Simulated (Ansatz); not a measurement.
# AsH2N: the cost of one run

Computed with Ansatz 0.2.0, Gaussian basis. Level: def2-QZVPP, all electrons in the functionals, frozen cores in the correlation of double hybrids and RPA.

To be run: PBE, BLYP, r2SCAN, B97M-V, PBE0, B3LYP, wB97M-V, B2PLYP, at charge 0, singlet; charge 0, triplet; charge 1, doublet.

6 further runs of the same task are left out: 6 set aside as unsound or not needed.

### 1 The geometry

The geometry is a PBE0/def2-TZVP stationary point (not a proven minimum). No spin-orbit coupling is included. The filled d shell of As may be among the frozen orbitals whatever the setting's name suggests; the logs give the count.

4 atoms, charge 0, spin multiplicity 1.

Atoms are counted from 1 here; the program's logs count them from 0.

Bond lengths: N1–As2 1.763 Å, N1–H3 1.010 Å, N1–H4 1.010 Å. Angles: As2–N1–H3 123.2°, As2–N1–H4 123.2°, H3–N1–H4 113.5°.

No dispersion term is added; B97M-V, wB97M-V hold VV10 nonlocal correlation. B3LYP takes the VWN-RPA correlation.

The geometry shown and the zero of energy belong to the point charge 0, singlet. The yardstick, RCCSD(T), and other wave-function levels (R restricted, U unrestricted, valence and pair active spaces) come from earlier runs.

### 2 PBE, charge 0, singlet

Input file in.yaml:

```yaml
crystal:
  periodic: [false, false, false]
  atoms:
    - {symbol: N, position_ang: [0.000000, 0.000000, 1.440194]}
    - {symbol: As, position_ang: [0.000000, 0.000000, -0.322890]}
    - {symbol: H, position_ang: [0.000000, 0.844705, 1.993720]}
    - {symbol: H, position_ang: [0.000000, -0.844705, 1.993720]}
basis:
  gaussian: {orbitals: "def2-QZVPP.json"}
magnetization: {spin_polarized: true, initial_magnetization: 0}
hamiltonian: {xc: {name: PBE}}
output: {orbitals: {seedname: orbitals}}
```

On the command line:

```bash
$ ansatz run in.yaml --threads 1 --pin off --events-out ev --progress --plain --max-ram 2393MiB
```

Q: Estimate wall time and peak memory on 1 thread of Arm Neoverse V2, shared host.

About 30 s, with a peak of 0.44 GiB.
